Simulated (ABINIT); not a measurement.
PdRh:

```xyz
2
Lattice="1.3792 0.7963 4.4952 -1.3792 0.7963 4.4952 0.0000 -1.5926 4.4952" Properties=species:S:1:pos:R:3 pbc="T T T"
Pd    0.0000    0.0000    0.0000
Rh    0.0000    0.0000    6.7429
```

The cell comes from a database or a generator and needn't be the stable form of this composition.

| Quantity | Value |
| --- | --- |
| Program | ABINIT 10.8.3 (patched build) |
| Task | relaxation of cell and atoms |
| Functional | r2SCAN |
| Potentials or basis | JTH PAW PBE v2.0 |
| Cutoff | 707 eV |
| k mesh | 8 × 8 × 8 |
| Occupations | fermi-dirac, width 0.05 eV |
| Spin | no spin polarisation |

At the start: pressure -6.0 GPa; volume 14.81 Å³/atom.

Problem. Where does the relaxation end?

Solution. Over 5 steps the energy falls by 9.1 meV/atom and the volume is 14.39 Å³/atom (-2.8 %); space group R-3m (No. 166, to 0.05 Å).

The path:
```tsv
step	energy change (eV)	largest force (eV/Å)	pressure (GPa)	volume (Å³)
1	0.0000	0.0000	-5.97	29.62
2	-0.0153	0.0000	-2.28	29.08
3	-0.0181	0.0000	0.14	28.76
4	-0.0181	0.0000	0.04	28.77
5	-0.0181	0.0000	-0.04	28.78
```

Final structure:
```
CELL_PARAMETERS angstrom
1.36381 0.78739 4.46741
-1.36381 0.78739 4.46741
0.00000 -1.57479 4.46741
ATOMIC_POSITIONS crystal
Pd 0.00000 0.00000 0.00000
Rh 0.50000 0.50000 0.50000
```

Caveat: the PAW data sets were made with another functional, which shifts forces and pressure a little.
